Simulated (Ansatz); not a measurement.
# C₂H₇BrInN: small, medium and large basis sets

Aim: see how fast density functionals converge with the basis set for C₂H₇BrInN.

The runs use Ansatz 0.2.0, Gaussian basis; one geometry, several basis sets.

Plan: PBE0-D4/def2-SVP; ωB97M-V/def2-SVP; PBE0-D4/def2-QZVPP; ωB97M-V/def2-QZVPP; the functionals' def2-TZVPP values are taken from earlier runs.

## (1) The relaxed structure

All runs share one geometry, relaxed beforehand with PBE0-D4 in a triple-zeta def2 set. In takes the def2 core potential; no spin-orbit term is included.

12 atoms, charge 0, spin multiplicity 1.

Atoms are counted from 1 here; the program's logs count them from 0.

Bond lengths: C1–N2 1.440 Å, C1–H6 1.093 Å, C1–H7 1.101 Å, C1–H8 1.101 Å, N2–C3 1.439 Å, N2–In4 1.997 Å, C3–H9 1.091 Å, C3–H10 1.100 Å, C3–H11 1.100 Å, In4–Br5 2.478 Å, In4–H12 1.696 Å. Angles: N2–C1–H6 111.4°, N2–C1–H7 111.6°, N2–C1–H8 111.6°, H6–C1–H7 107.5°, H6–C1–H8 107.5°, H7–C1–H8 107.0°, C1–N2–C3 113.2°, C1–N2–In4 122.8°, C3–N2–In4 124.0°, N2–C3–H9 111.0°, N2–C3–H10 111.4°, N2–C3–H11 111.4°, H9–C3–H10 107.9°, H9–C3–H11 107.9°, H10–C3–H11 107.2°, N2–In4–Br5 110.7°, N2–In4–H12 128.0°, Br5–In4–H12 121.3°.

## (2) PBE0-D4 in def2-SVP

The input, in.yaml:

```yaml
crystal:
  periodic: [false, false, false]
  atoms:
    - {symbol: C, position_ang: [-0.516948, -0.673005, 1.252256]}
    - {symbol: N, position_ang: [-0.042743, -0.040485, 0.049063]}
    - {symbol: C, position_ang: [1.188797, 0.680804, 0.234664]}
    - {symbol: In, position_ang: [-1.011900, -0.164030, -1.692963]}
    - {symbol: Br, position_ang: [0.197023, 1.084905, -3.458815]}
    - {symbol: H, position_ang: [-1.452066, -1.211679, 1.077729]}
    - {symbol: H, position_ang: [-0.702515, 0.061812, 2.050251]}
    - {symbol: H, position_ang: [0.213471, -1.396872, 1.644290]}
    - {symbol: H, position_ang: [1.514627, 1.144921, -0.697967]}
    - {symbol: H, position_ang: [1.994793, 0.016414, 0.580552]}
    - {symbol: H, position_ang: [1.078559, 1.476202, 0.986921]}
    - {symbol: H, position_ang: [-2.461100, -0.978967, -2.025972]}
basis:
  gaussian: {orbitals: def2-SVP}
hamiltonian: {xc: pbe0, dispersion: d4}
output: {orbitals: {seedname: orbitals}}
```

Run with:

```
$ ansatz run in.yaml --threads 2 --pin off --events-out ev --progress --plain --max-ram 32768MiB --backend cpu
```

After this run come: ωB97M-V in def2-SVP; PBE0-D4 in def2-QZVPP; ωB97M-V in def2-QZVPP.

Before running them: what should the planned runs give, taken together? Wanted: PBE0-D4: double and triple zeta above quadruple; ωB97M-V: double and triple zeta above quadruple.

As calculated:

| quantity | value |
| --- | --- |
| PBE0-D4: double and triple zeta above quadruple | 14.53, 1.69 eV |
| ωB97M-V: double and triple zeta above quadruple | 14.66, 1.64 eV |

In words: For PBE0-D4 the step from double to triple zeta gains 12.84 eV and the next only 1.69 eV. These are total energies; as a rule much of such shifts cancels in differences, which this series doesn't test.
